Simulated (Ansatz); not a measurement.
CuPd3:

```xyz
4
Lattice="-1.9053 1.9053 3.9122 1.9053 -1.9053 3.9122 1.9053 1.9053 -3.9122" Properties=species:S:1:pos:R:3 pbc="T T T"
Pd    0.0000    0.0000    3.9122
Pd    1.9053    0.0000    1.9561
Pd    0.0000    1.9053    1.9561
Cu    0.0000    0.0000    0.0000
```

The cell comes from a database or a generator and needn't be the stable form of this composition.

Base run:

* Program: Ansatz 0.2.0
* Functional: PBEsol
* Potentials or basis: all-electron LAPW, scalar-relativistic
* Cutoff: 260 eV
* Density cutoff: 1039 eV
* Basis error allowed: 0.002 eV/atom
* k mesh: 10 × 10 × 10
* Occupations: fermi-dirac, width 0.05 eV
* Spin: no spin polarisation

Its results: pressure -4.7 GPa.

**Question.** The run is repeated on the same cell with these changes: functional from PBEsol to LDA. What comes out?

**Answer.** Pressure -10.4 GPa.

LDA binds more tightly than PBEsol, so the same cell stands under less pressure.

Not every run made on this cell is shown here.
